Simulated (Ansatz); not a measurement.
Hf2Pd2Se2Br2O3:

```
Hf Pd Se Br O
1.0
    -1.89227    2.67212   12.28423
     1.89227   -2.67212   12.28423
     1.89227    2.67212  -12.28423
Hf Pd Se Br O
2 2 2 2 3
Direct
  0.92095 0.92095 0.00000
  0.07905 0.07905 0.00000
  0.68332 0.68332 0.00000
  0.31668 0.31668 0.00000
  0.61777 0.11777 0.50000
  0.38223 0.88223 0.50000
  0.78660 0.78660 0.00000
  0.21340 0.21340 0.00000
  0.90121 0.40121 0.50000
  0.09879 0.59879 0.50000
  0.00000 0.00000 0.00000
```

The cell was built by a generator and needn't be a form met in nature.

Base run:

```yaml
Program: Ansatz 0.2.0
Functional: PBE
Potentials_or_basis: Ansatz PAW
Cutoff: 420 eV
Density_cutoff: 1680 eV
k_mesh: 9 × 9 × 9
Occupations: fermi-dirac, width 0.05 eV
Spin: no spin polarisation
```

Its results: band gap on the k mesh none (metal or under the smearing width); pressure 0.0 GPa; largest force 0.009 eV/Å.

Problem. After a change of settings the same cell gave: band gap on the k mesh none (metal or under the smearing width); pressure 0.8 GPa; largest force 0.092 eV/Å. Which change was it?
A. hubbard terms from none to Hf d U = 8 eV, Pd d U = 8 eV; hubbard projectors from none to ortho-atomic (the default)
B. functional from PBE to RPBE
C. potentials or basis from Ansatz PAW to SPMS NC; cutoff from 420 eV to 1034 eV; density cutoff from 1680 eV to 4136 eV; valence electrons from 152 to 124
D. hubbard terms from none to Hf d U = 2 eV, Pd d U = 2 eV; hubbard projectors from none to ortho-atomic (the default)

Solution. D.

Caveats: U without spin polarisation on a metal has little footing (some runs); the density of states is complete only up to the lowest level of the last band computed (some runs).

Not every run made on this cell is shown here.
